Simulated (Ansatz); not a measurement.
**CH3FOSi: small, medium and large basis sets**

One table from this session's results is given with a row withheld; the runs are named, their logs left out.

The runs use Ansatz 0.2.0, Gaussian basis; one geometry, several basis sets.

Levels to be run: PBE0-D4/def2-SVP; ωB97M-V/def2-SVP; PBE0-D4/def2-QZVPP; ωB97M-V/def2-QZVPP; the functionals' def2-TZVPP values are taken from earlier runs.

**Structure used throughout**

The geometry comes from an earlier relaxation with PBE0-D4 in a triple-zeta def2 set; it is a stationary point, not always the lowest conformer.

7 atoms, charge 0, spin multiplicity 1.

Atoms are counted from 1 here; the program's logs count them from 0.

Bond lengths: O1–C2 1.206 Å, C2–Si3 1.917 Å, C2–H5 1.115 Å, Si3–F4 1.600 Å, Si3–H6 1.480 Å, Si3–H7 1.480 Å. Angles: O1–C2–Si3 117.9°, O1–C2–H5 120.1°, Si3–C2–H5 122.0°, C2–Si3–F4 109.7°, C2–Si3–H6 108.7°, C2–Si3–H7 108.6°, F4–Si3–H6 109.1°, F4–Si3–H7 109.1°, H6–Si3–H7 111.7°.

The first run:

Contents of in.yaml:

```yaml
crystal:
  periodic: [false, false, false]
  atoms:
    - {symbol: O, position_ang: [0.583223, -1.732483, 0.865457]}
    - {symbol: C, position_ang: [0.178529, -1.135882, -0.101619]}
    - {symbol: Si, position_ang: [-0.104850, 0.753188, 0.062217]}
    - {symbol: F, position_ang: [-0.638922, 1.341154, -1.326283]}
    - {symbol: H, position_ang: [-0.019513, -1.682572, -1.052762]}
    - {symbol: H, position_ang: [-1.122375, 0.990370, 1.111028]}
    - {symbol: H, position_ang: [1.185206, 1.398127, 0.396062]}
basis:
  gaussian: {orbitals: def2-SVP}
hamiltonian: {xc: pbe0, dispersion: d4}
output: {orbitals: {seedname: orbitals}}
```

The run is started by

```console
$ ansatz run in.yaml --threads 2 --pin off --events-out ev --progress --plain --max-ram 4352MiB
```

Steps of the session up to this table: PBE0-D4 in def2-SVP; ωB97M-V in def2-SVP; PBE0-D4 in def2-QZVPP; ωB97M-V in def2-QZVPP.

One of the session's tables, all rows but one given; the rest of the session is left out.

It belongs to the step «Functionals by basis». 

```
functional       basis  HOMO (eV)  LUMO (eV)
   PBE0-D4    def2-SVP      -7.27      -1.76
   PBE0-D4  def2-TZVPP          ?          ?
   PBE0-D4  def2-QZVPP      -7.45      -2.04
   ωB97M-V    def2-SVP      -9.56       0.65
   ωB97M-V  def2-TZVPP      -9.72       0.32
   ωB97M-V  def2-QZVPP      -9.76       0.21
```

**Question.** Estimate the row for PBE0-D4, def2-TZVPP.

As computed: HOMO (eV): -7.41; LUMO (eV): -1.98. In the column «HOMO (eV)» it lies between PBE0-D4, def2-QZVPP (-7.45) and PBE0-D4, def2-SVP (-7.27).
